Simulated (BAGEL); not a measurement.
# A workflow on triplet BN3H6

Aim: a series of 17 runs (ROHF/STO-3G, HF/3-21G, ROHF/3-21G, HF/6-31G, ROHF/6-31G, HF/6-31G*, ROHF/6-31G*, HF/6-31G**, and more) of BH6N3. 

The calculation is run with BAGEL 1.2.2.

2 further runs of the same task are left out: 2 set aside as unsound or not needed.

## (1) The molecule

BN3H6: 10 atoms, total charge 0, spin state triplet. SMILES of the parent species: `NB(N)N`. The shape is that of a GFN2-xTB optimisation. That shape belongs to the parent species and isn't relaxed for this state.

Bond lengths: B1–N2 1.416 Å, B1–N5 1.417 Å, B1–N8 1.418 Å, N2–H3 1.002 Å, N2–H4 1.002 Å, N5–H6 1.002 Å, N5–H7 1.002 Å, N8–H9 1.002 Å, N8–H10 1.002 Å. Some angles: N2–B1–N5 120.0°, N2–B1–N8 120.0°, N5–B1–N8 120.0°, B1–N2–H3 123.1°, B1–N2–H4 123.3°, B1–N5–H6 122.9°, B1–N5–H7 123.0°, B1–N8–H9 122.7°, B1–N8–H10 122.7°, H3–N2–H4 113.6°.

## (2) The energy at ROHF/STO-3G (density fitting with qzvpp-jkfit, property spin gap) (run 1)

Input file input.json:

```json
{ "bagel" : [

{
  "title" : "molecule",
  "basis" : "sto-3g",
  "df_basis" : "qzvpp-jkfit",
  "angstrom" : "true",
  "geometry" : [
    { "atom" : "B", "xyz" : [      -0.000610,       0.000280,       0.001670 ] },
    { "atom" : "N", "xyz" : [       1.414850,      -0.007020,      -0.042770 ] },
    { "atom" : "H", "xyz" : [       1.958840,      -0.848630,      -0.030900 ] },
    { "atom" : "H", "xyz" : [       1.968540,       0.827940,      -0.054410 ] },
    { "atom" : "N", "xyz" : [      -0.704160,       1.229950,      -0.013720 ] },
    { "atom" : "H", "xyz" : [      -1.699780,       1.288700,       0.085260 ] },
    { "atom" : "H", "xyz" : [      -0.246230,       2.120950,       0.020000 ] },
    { "atom" : "N", "xyz" : [      -0.713440,      -1.223910,       0.063900 ] },
    { "atom" : "H", "xyz" : [      -0.265610,      -2.115630,      -0.028310 ] },
    { "atom" : "H", "xyz" : [      -1.712390,      -1.272630,      -0.000720 ] }
  ]
},

{ "title" : "rohf", "nopen" : 2 },

{ "title" : "print", "file" : "orbitals.molden", "orbitals" : "true" }

]}
```

On the command line:

```sh
$ BAGEL_NUM_THREADS=1 BAGEL input.json > input.out
```

Output:

```text
* using 1 threads per process

  ===============================================================
  ===============================================================

  *** Geometry ***

  { "atom" : "B", "xyz" : [     -0.001153,      0.000529,      0.003156 ] },
  { "atom" : "N", "xyz" : [      2.673679,     -0.013266,     -0.080824 ] },
  { "atom" : "H", "xyz" : [      3.701671,     -1.603678,     -0.058393 ] },
  { "atom" : "H", "xyz" : [      3.720001,      1.564580,     -0.102820 ] },
  { "atom" : "N", "xyz" : [     -1.330670,      2.324269,     -0.025927 ] },
  { "atom" : "H", "xyz" : [     -3.212119,      2.435290,      0.161118 ] },
  { "atom" : "H", "xyz" : [     -0.465307,      4.008015,      0.037795 ] },
  { "atom" : "N", "xyz" : [     -1.348206,     -2.312855,      0.120753 ] },
  { "atom" : "H", "xyz" : [     -0.501930,     -3.997961,     -0.053498 ] },
  { "atom" : "H", "xyz" : [     -3.235948,     -2.404922,     -0.001361 ] },

  Number of auxiliary basis functions:      414

  Since a DF basis is specified, we compute 2- and 3-index integrals:
    o Being stored without compression. Storage requirement is 0.002 GB

  Number of basis functions:       26
  Number of electrons      :       32

    * METHOD: MOLECULE                             0.30

  *** Open-shell HF ***

  === Nuclear Repulsion ===
   118.1380900710

      * DIIS with orbital gradients will be used.

  === ROHF iteration (sto-3g) ===
      0       -188.77257761          0.03044625           0.04
      1       -188.82981843          0.00561394           0.04
      2       -188.83424380          0.00349408           0.04
      3       -188.83583841          0.00243560           0.05
      4       -188.83848824          0.00222540           0.04
      5       -188.83984337          0.00194837           0.04
      6       -188.84306692          0.00077975           0.03
      7       -188.84330636          0.00110190           0.04
      8       -188.84354132          0.00017228           0.04
      9       -188.84354299          0.00022521           0.04
     10       -188.84355384          0.00002459           0.06
     11       -188.84355401          0.00000699           0.04
     12       -188.84355405          0.00000348           0.04
     13       -188.84355405          0.00000126           0.04
     14       -188.84355404          0.00000064           0.04
     15       -188.84355404          0.00000038           0.04
     16       -188.84355404          0.00000010           0.04
     17       -188.84355404          0.00000007           0.03
     18       -188.84355404          0.00000003           0.04
     19       -188.84355404          0.00000001           0.04
    * SCF iteration converged.

    * S^2 (ROHF) is 2.0000

    * Permanent dipole moment:
           (   -1.992437,     0.000897,     0.077425) a.u.

    * METHOD: ROHF                                 0.99

    * METHOD: PRINT                                0.00

  ===============================================================
```

Wall time 1.8 s (1 thread of Intel Xeon at 2.50GHz (Skylake/Cascade Lake), shared host).

## (3) The singlet: a single-point energy at HF/3-21G (density fitting with tzvpp-jkfit, property spin gap) (run 2)

Input file job.json:

```json
{ "bagel" : [

{
  "title" : "molecule",
  "basis" : "3-21g",
  "df_basis" : "tzvpp-jkfit",
  "angstrom" : true,
  "geometry" : [
    { "atom" : "B", "xyz" : [   -0.000610,    0.000280,    0.001670 ] },
    { "atom" : "N", "xyz" : [    1.414850,   -0.007020,   -0.042770 ] },
    { "atom" : "H", "xyz" : [    1.958840,   -0.848630,   -0.030900 ] },
    { "atom" : "H", "xyz" : [    1.968540,    0.827940,   -0.054410 ] },
    { "atom" : "N", "xyz" : [   -0.704160,    1.229950,   -0.013720 ] },
    { "atom" : "H", "xyz" : [   -1.699780,    1.288700,    0.085260 ] },
    { "atom" : "H", "xyz" : [   -0.246230,    2.120950,    0.020000 ] },
    { "atom" : "N", "xyz" : [   -0.713440,   -1.223910,    0.063900 ] },
    { "atom" : "H", "xyz" : [   -0.265610,   -2.115630,   -0.028310 ] },
    { "atom" : "H", "xyz" : [   -1.712390,   -1.272630,   -0.000720 ] }
  ]
},
{
  "title" : "hf"
},
{
  "title" : "print",
  "file" : "orbitals.molden",
  "orbitals" : true
}

]}
```

On the command line:

```sh
$ BAGEL_NUM_THREADS=1 BAGEL job.json > job.out
```

Output:

```text
* using 1 threads per process

  ===============================================================
  ===============================================================

  *** Geometry ***

  { "atom" : "B", "xyz" : [     -0.001153,      0.000529,      0.003156 ] },
  { "atom" : "N", "xyz" : [      2.673679,     -0.013266,     -0.080824 ] },
  { "atom" : "H", "xyz" : [      3.701671,     -1.603678,     -0.058393 ] },
  { "atom" : "H", "xyz" : [      3.720001,      1.564580,     -0.102820 ] },
  { "atom" : "N", "xyz" : [     -1.330670,      2.324269,     -0.025927 ] },
  { "atom" : "H", "xyz" : [     -3.212119,      2.435290,      0.161118 ] },
  { "atom" : "H", "xyz" : [     -0.465307,      4.008015,      0.037795 ] },
  { "atom" : "N", "xyz" : [     -1.348206,     -2.312855,      0.120753 ] },
  { "atom" : "H", "xyz" : [     -0.501930,     -3.997961,     -0.053498 ] },
  { "atom" : "H", "xyz" : [     -3.235948,     -2.404922,     -0.001361 ] },

  Number of auxiliary basis functions:      414

  Since a DF basis is specified, we compute 2- and 3-index integrals:
    o Being stored without compression. Storage requirement is 0.008 GB

  Number of basis functions:       48
  Number of electrons      :       32

    * METHOD: MOLECULE                             0.33

  *** RHF ***

  === Nuclear Repulsion ===
   118.1380900710

      * DIIS with orbital gradients will be used.

  === RHF iteration (3-21g) ===
      0       -190.40889365          0.03542992           0.03
      1       -190.56997594          0.01475471           0.03
      2       -190.60306506          0.00156422           0.04
      3       -190.60366064          0.00011605           0.05
      4       -190.60366554          0.00002864           0.04
      5       -190.60366600          0.00000618           0.04
      6       -190.60366602          0.00000160           0.04
      7       -190.60366603          0.00000031           0.04
      8       -190.60366603          0.00000014           0.05
      9       -190.60366603          0.00000005           0.04
     10       -190.60366603          0.00000001           0.05
    * SCF iteration converged.

    * Permanent dipole moment:
           (   -0.011208,    -0.006750,     0.019429) a.u.

    * METHOD: HF                                   0.66

    * METHOD: PRINT                                0.01

  ===============================================================
```

Run time: 1.4 s. Hardware: 1 thread of Intel Xeon at 2.50GHz (Skylake/Cascade Lake), shared host.

Run 3 isn't shown in full; the table further down has it.

## (4) The singlet: a single-point energy at HF/6-31G (density fitting with qzvpp-jkfit, property spin gap) (run 4)

Input file hf.json:

```json
{ "bagel" : [

{
  "title" : "molecule",
  "basis" : "6-31g",
  "df_basis" : "qzvpp-jkfit",
  "angstrom" : "true",
  "geometry" : [
    { "atom" : "B", "xyz" : [      -0.000610,       0.000280,       0.001670 ] },
    { "atom" : "N", "xyz" : [       1.414850,      -0.007020,      -0.042770 ] },
    { "atom" : "H", "xyz" : [       1.958840,      -0.848630,      -0.030900 ] },
    { "atom" : "H", "xyz" : [       1.968540,       0.827940,      -0.054410 ] },
    { "atom" : "N", "xyz" : [      -0.704160,       1.229950,      -0.013720 ] },
    { "atom" : "H", "xyz" : [      -1.699780,       1.288700,       0.085260 ] },
    { "atom" : "H", "xyz" : [      -0.246230,       2.120950,       0.020000 ] },
    { "atom" : "N", "xyz" : [      -0.713440,      -1.223910,       0.063900 ] },
    { "atom" : "H", "xyz" : [      -0.265610,      -2.115630,      -0.028310 ] },
    { "atom" : "H", "xyz" : [      -1.712390,      -1.272630,      -0.000720 ] }
  ]
},

{ "title" : "hf" },

{ "title" : "print", "file" : "orbitals.molden", "orbitals" : "true" }

]}
```

On the command line:

```sh
$ BAGEL_NUM_THREADS=1 BAGEL hf.json > hf.out
```

Output:

```text
* using 1 threads per process

  ===============================================================
  ===============================================================

  *** Geometry ***

  { "atom" : "B", "xyz" : [     -0.001153,      0.000529,      0.003156 ] },
  { "atom" : "N", "xyz" : [      2.673679,     -0.013266,     -0.080824 ] },
  { "atom" : "H", "xyz" : [      3.701671,     -1.603678,     -0.058393 ] },
  { "atom" : "H", "xyz" : [      3.720001,      1.564580,     -0.102820 ] },
  { "atom" : "N", "xyz" : [     -1.330670,      2.324269,     -0.025927 ] },
  { "atom" : "H", "xyz" : [     -3.212119,      2.435290,      0.161118 ] },
  { "atom" : "H", "xyz" : [     -0.465307,      4.008015,      0.037795 ] },
  { "atom" : "N", "xyz" : [     -1.348206,     -2.312855,      0.120753 ] },
  { "atom" : "H", "xyz" : [     -0.501930,     -3.997961,     -0.053498 ] },
  { "atom" : "H", "xyz" : [     -3.235948,     -2.404922,     -0.001361 ] },

  Number of auxiliary basis functions:      414

  Since a DF basis is specified, we compute 2- and 3-index integrals:
    o Being stored without compression. Storage requirement is 0.008 GB

  Number of basis functions:       48
  Number of electrons      :       32

    * METHOD: MOLECULE                             0.29

  *** RHF ***

  === Nuclear Repulsion ===
   118.1380900710

      * DIIS with orbital gradients will be used.

  === RHF iteration (6-31g) ===
      0       -191.37691481          0.03221342           0.04
      1       -191.54416757          0.01534564           0.05
      2       -191.58658738          0.00152747           0.04
      3       -191.58729842          0.00009562           0.04
      4       -191.58730265          0.00002068           0.04
      5       -191.58730289          0.00000614           0.05
      6       -191.58730291          0.00000164           0.05
      7       -191.58730292          0.00000049           0.04
      8       -191.58730292          0.00000017           0.04
      9       -191.58730292          0.00000006           0.05
     10       -191.58730292          0.00000001           0.05
     11       -191.58730292          0.00000000           0.05
    * SCF iteration converged.

    * Permanent dipole moment:
           (   -0.011559,    -0.006897,     0.020401) a.u.

    * METHOD: HF                                   0.71

    * METHOD: PRINT                                0.01

  ===============================================================
```

Wall time 1.5 s (1 thread of Intel Xeon at 2.50GHz (Skylake/Cascade Lake), shared host).

Runs 5 to 16 aren't shown in full; the table further down has their settings and results.

## (5) A single-point energy at ROHF/6-311++G(3df,3pd) (density fitting with qzvpp-jkfit, property spin gap) (run 17)

job.json, as its differences from that of step 3:

```diff
@@ -4,4 +4,4 @@
   "title" : "molecule",
-  "basis" : "3-21g",
-  "df_basis" : "tzvpp-jkfit",
+  "basis" : "6-311++g_3df_3pd_.json",
+  "df_basis" : "qzvpp-jkfit",
   "angstrom" : true,
@@ -21,3 +21,4 @@
 {
-  "title" : "hf"
+  "title" : "rohf",
+  "nopen" : 2
 },
```

The basis set 6-311++G(3df,3pd) is read from a file made from the Basis Set Exchange's data (not shown).

On the command line:

```sh
$ BAGEL_NUM_THREADS=1 BAGEL job.json > job.out
```

Output:

```text
* using 1 threads per process

  ===============================================================
  ===============================================================

  *** Geometry ***

  { "atom" : "B", "xyz" : [     -0.001153,      0.000529,      0.003156 ] },
  { "atom" : "N", "xyz" : [      2.673679,     -0.013266,     -0.080824 ] },
  { "atom" : "H", "xyz" : [      3.701671,     -1.603678,     -0.058393 ] },
  { "atom" : "H", "xyz" : [      3.720001,      1.564580,     -0.102820 ] },
  { "atom" : "N", "xyz" : [     -1.330670,      2.324269,     -0.025927 ] },
  { "atom" : "H", "xyz" : [     -3.212119,      2.435290,      0.161118 ] },
  { "atom" : "H", "xyz" : [     -0.465307,      4.008015,      0.037795 ] },
  { "atom" : "N", "xyz" : [     -1.348206,     -2.312855,      0.120753 ] },
  { "atom" : "H", "xyz" : [     -0.501930,     -3.997961,     -0.053498 ] },
  { "atom" : "H", "xyz" : [     -3.235948,     -2.404922,     -0.001361 ] },

  Number of auxiliary basis functions:      414

  Since a DF basis is specified, we compute 2- and 3-index integrals:
    o Being stored without compression. Storage requirement is 0.231 GB

  Number of basis functions:      264
  Number of electrons      :       32

    * METHOD: MOLECULE                             1.62

  *** Open-shell HF ***

  === Nuclear Repulsion ===
   118.1380900710

      * DIIS with orbital gradients will be used.

  === ROHF iteration (6-311++g_3df_3pd_.json) ===
      0       -190.99039225          0.03793359           0.79
      1       -191.35976275          0.02518561           0.94
      2       -191.47786223          0.01329945           1.16
      3       -191.53044484          0.00202536           1.08
      4       -191.53857481          0.00172107           0.96
      5       -191.54455553          0.00107592           0.95
      6       -191.54906579          0.00042535           0.94
      7       -191.54994339          0.00023231           1.08
      8       -191.55009778          0.00013741           1.05
      9       -191.55013917          0.00007834           1.04
     10       -191.55018079          0.00003962           1.06
     11       -191.55017968          0.00002508           1.01
     12       -191.55018506          0.00001514           1.08
     13       -191.55018755          0.00001030           0.99
     14       -191.55018907          0.00000540           1.07
     15       -191.55018943          0.00000225           1.01
     16       -191.55018933          0.00000123           1.05
     17       -191.55018933          0.00000053           1.05
     18       -191.55018925          0.00000028           1.04
     19       -191.55018924          0.00000018           1.08
     20       -191.55018924          0.00000010           1.08
     21       -191.55018925          0.00000007           0.96
     22       -191.55018925          0.00000005           1.05
     23       -191.55018925          0.00000004           1.16
     24       -191.55018925          0.00000002           1.11
     25       -191.55018925          0.00000001           0.86
     26       -191.55018925          0.00000001           0.92
    * SCF iteration converged.

    * S^2 (ROHF) is 2.0000

    * Permanent dipole moment:
           (    2.403580,    -0.012391,    -0.023982) a.u.

    * METHOD: ROHF                                28.74

    * METHOD: PRINT                                0.15

  ===============================================================
```

Run time: 31 s. Hardware: 1 thread of Intel Xeon at 2.50GHz (Skylake/Cascade Lake), shared host; peak memory 0.36 GiB.

## (6) The series

| run | level | integral approximation | partner | energy (Eh) | dipole moment (D) | ⟨S²⟩ | wall time |
| --- | --- | --- | --- | --- | --- | --- | --- |
| 1 | ROHF/STO-3G (density fitting with qzvpp-jkfit, property spin gap) | qzvpp-jkfit | triplet | -188.843554 | 5.07 | 2.000 | 1.8 s |
| 2 | HF/3-21G (density fitting with tzvpp-jkfit, property spin gap) | tzvpp-jkfit | base | -190.603666 | 0.06 | – | 1.4 s |
| 3 | ROHF/3-21G (density fitting with tzvpp-jkfit, property spin gap) | tzvpp-jkfit | triplet | -190.328716 | 2.96 | 2.000 | 3.3 s |
| 4 | HF/6-31G (density fitting with qzvpp-jkfit, property spin gap) | qzvpp-jkfit | base | -191.587303 | 0.06 | – | 1.5 s |
| 5 | ROHF/6-31G (density fitting with qzvpp-jkfit, property spin gap) | qzvpp-jkfit | triplet | -191.331074 | 3.04 | 2.000 | 3.3 s |
| 6 | HF/6-31G* (density fitting with qzvpp-jkfit, spherical functions, property spin gap) | qzvpp-jkfit | base | -191.635470 | 0.05 | – | 1.9 s |
| 7 | ROHF/6-31G* (density fitting with qzvpp-jkfit, spherical functions, property spin gap) | qzvpp-jkfit | triplet | -191.380429 | 3.04 | 2.000 | 4.2 s |
| 8 | HF/6-31G** (density fitting with qzvpp-jkfit, spherical functions, property spin gap) | qzvpp-jkfit | base | -191.661658 | 0.05 | – | 2.2 s |
| 9 | ROHF/6-31G** (density fitting with qzvpp-jkfit, spherical functions, property spin gap) | qzvpp-jkfit | triplet | -191.405508 | 3.02 | 2.000 | 6 s |
| 10 | HF/6-311G** (density fitting with qzvpp-jkfit, property spin gap) | qzvpp-jkfit | base | -191.706126 | 0.05 | – | 2.6 s |
| 11 | ROHF/6-311G** (density fitting with qzvpp-jkfit, property spin gap) | qzvpp-jkfit | triplet | -191.487842 | 4.11 | 2.000 | 7.5 s |
| 12 | HF/6-311++G** (density fitting with qzvpp-jkfit, property spin gap) | qzvpp-jkfit | base | -191.716135 | 0.05 | – | 3.6 s |
| 13 | ROHF/6-311++G** (density fitting with qzvpp-jkfit, property spin gap) | qzvpp-jkfit | triplet | -191.533713 | 6.07 | 2.000 | 11 s |
| 14 | HF/6-311++G(2d,2p) (density fitting with qzvpp-jkfit, property spin gap) | qzvpp-jkfit | base | -191.725117 | 0.05 | – | 4.5 s |
| 15 | ROHF/6-311++G(2d,2p) (density fitting with qzvpp-jkfit, property spin gap) | qzvpp-jkfit | triplet | -191.542764 | 6.14 | 2.000 | 14 s |
| 16 | HF/6-311++G(3df,3pd) (density fitting with qzvpp-jkfit, property spin gap) | qzvpp-jkfit | base | -191.733547 | 0.05 | – | 8.1 s |
| 17 | ROHF/6-311++G(3df,3pd) (density fitting with qzvpp-jkfit, property spin gap) | qzvpp-jkfit | triplet | -191.550189 | 6.11 | 2.000 | 31 s |

## (7) Results

| quantity | value |
| --- | --- |
| run 17, ROHF/6-311++G(3df,3pd): total energy | -191.55019 Eh |
| run 17, ROHF/6-311++G(3df,3pd): dipole moment | 6.11 D |
| run 17, ROHF/6-311++G(3df,3pd): ⟨S²⟩ | 2.000 |
| vertical energy of the triplet above the singlet, HF/3-21G | 7.482 eV |
| vertical energy of the triplet above the singlet, HF/6-31G | 6.972 eV |
| vertical energy of the triplet above the singlet, HF/6-31G* | 6.940 eV |
| vertical energy of the triplet above the singlet, HF/6-31G** | 6.970 eV |
| vertical energy of the triplet above the singlet, HF/6-311G** | 5.940 eV |
| vertical energy of the triplet above the singlet, HF/6-311++G** | 4.964 eV |
| vertical energy of the triplet above the singlet, HF/6-311++G(2d,2p) | 4.962 eV |
| vertical energy of the triplet above the singlet, HF/6-311++G(3df,3pd) | 4.989 eV |

In words: At HF/3-21G: at this shape the triplet lies 7.48 eV (722 kJ/mol) above the singlet. At HF/6-31G: at this shape the triplet lies 6.97 eV (673 kJ/mol) above the singlet. At HF/6-31G*: at this shape the triplet lies 6.94 eV (670 kJ/mol) above the singlet. At HF/6-31G**: at this shape the triplet lies 6.97 eV (673 kJ/mol) above the singlet. At HF/6-311G**: at this shape the triplet lies 5.94 eV (573 kJ/mol) above the singlet. At HF/6-311++G**: at this shape the triplet lies 4.96 eV (114 kcal/mol) above the singlet. Over runs 1, 3, 5, 7, 9, 11, 13, 15, 17 the dipole moment (its size) runs from 2.96 D (ROHF/3-21G) to 6.14 D (ROHF/6-311++G(2d,2p)). In run 1 the basis is minimal, so the values are rough. All runs together took 1.8 min, the longest 31 s.
